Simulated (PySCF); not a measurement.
# CH2Br2: the cost of one run

The runs use PySCF 2.14.0, with density-fitted response routines of our own; the level of theory stands in each step. All values are computed, except where a source is named. Atoms count from 0, in the outputs and in this text.

### Step 1. Starting geometry

5 atoms, charge 0, multiplicity 1; geometry from: GFN2-xTB. The atoms were then displaced at random by about 0.01 Å, so the start is not that level's minimum.

Bonds of the start (Å): Br0–C1 1.91, C1–Br2 1.93, C1–H3 1.08, C1–H4 1.10.

### Step 2. Optimising the geometry at PBE0-D3(BJ)/def2-SVP

What the job is given:

```
{"job": {"xc": "PBE0", "basis": "def2-SVP", "d3": "d3bj", "grid": 1, "shake": 0.01, "kind": "geom"}, "charge": 0, "multiplicity": 1}
Br    -1.575850     0.888990    -0.025250
C     -0.006480    -0.191830     0.001170
Br     1.604580     0.866420    -0.048080
H      0.026830    -0.763570     0.920870
H     -0.015510    -0.833970    -0.886590
```

The run is started by

```sh
$ OMP_NUM_THREADS=1 python probes_run.py task.json out
```

The driver reads the jobs from task.json and runs them one after another.

Q: Estimate the wall time and peak memory of this first job on 1 thread of Intel Xeon Platinum 8259CL at 2.50GHz, shared host.

About 15 s, with a peak of 0.36 GiB.
